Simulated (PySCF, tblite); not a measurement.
# C₆H₆NO radical: geometry, infrared bands and EPR parameters

What infrared bands and EPR parameters should C₆H₆NO radical (`C=[C]C#CCNC=O`) show?

Programs: tblite 0.8.0 and PySCF 2.14.0, with density-fitted response routines of our own. Each step states its level of theory. These are calculated values for one molecule in the gas phase, unless marked as measured. Atoms count from 0, in the outputs and in this text.

### 1 Starting geometry

14 atoms, charge 0, multiplicity 2; geometry from: force field or distance geometry start.

Bonds of the start (Å): C0–C1 1.32, C1–C2 1.42, C2–C3 1.21, C3–C4 1.46, C4–N5 1.46, N5–C6 1.44, C6–O7 1.29, C0–H8 1.08, C0–H9 1.10, C4–H10 1.13, C4–H11 1.09, N5–H12 1.05, C6–H13 1.08.

### 2 Optimising the geometry with GFN2-xTB

The job: settings as JSON, then the geometry in Å.

```
{"job": {"kind": "relax", "xc": "GFN2-xTB", "basis": "xTB"}, "charge": 0, "multiplicity": 2}
C      3.007000     1.156500     0.743200
C      2.723400    -0.117400     0.559600
C      1.404600    -0.580600     0.338200
C      0.275300    -0.972500     0.127200
C     -1.084800    -1.455000    -0.077500
N     -1.814600    -0.401700    -0.778000
C     -1.985100     0.907800    -0.215100
O     -1.487100     1.172500     0.941800
H      4.048300     1.405900     0.917600
H      2.233200     1.933000     0.725300
H     -0.996100    -2.303500    -0.824400
H     -1.573800    -1.777800     0.843500
H     -2.219400    -0.627500    -1.717400
H     -2.531700     1.659800    -0.766000
```

Started as:

```
$ OMP_NUM_THREADS=1 python probes_run.py task.json out
```

This one command runs all jobs of the session in turn.

**Question.** This job is followed by: GFN2-xTB harmonic vibrations, gas phase; UKS B3LYP, pcH-1 on C H N O, non-relativistic, mean-field spin-orbit, GIAO. Predict these results of the whole session: strongest single infrared mode (GFN2-xTB); zero-point energy (GFN2-xTB); g(iso) (B3LYP); ⟨S²⟩; largest a(iso) (averaged by class); surface potential, 1st and 99th percentile.

As calculated:

| quantity | value |
| --- | --- |
| strongest single infrared mode (GFN2-xTB) | 1768 cm⁻¹, 683 km/mol |
| zero-point energy (GFN2-xTB) | 61.7 kcal/mol |
| g(iso) (B3LYP) | 2.00200 |
| ⟨S²⟩ | 0.776 (exact 0.75) |
| largest a(iso) (averaged by class) | 1H on H9, 132.2 MHz |
| surface potential, 1st and 99th percentile | -1.86 V and 2.14 V |

In words: Relaxing lowered the energy by 1.251 eV in 141 steps; the close pair that moved most is C1–C2, from 1.415 to 1.308 Å. No mode is imaginary among the 36: a minimum at this level. The strongest single mode, at 1768 cm⁻¹, moves mainly C6 and O7. GFN2-xTB is a fitted tight-binding method: band positions and strengths are rough. Its intensities can rank the bands wrongly. The largest spin populations lie on C1 (0.69 e), C3 (0.60 e). The isotropic g lies 0.3 ppt below the free-electron value.
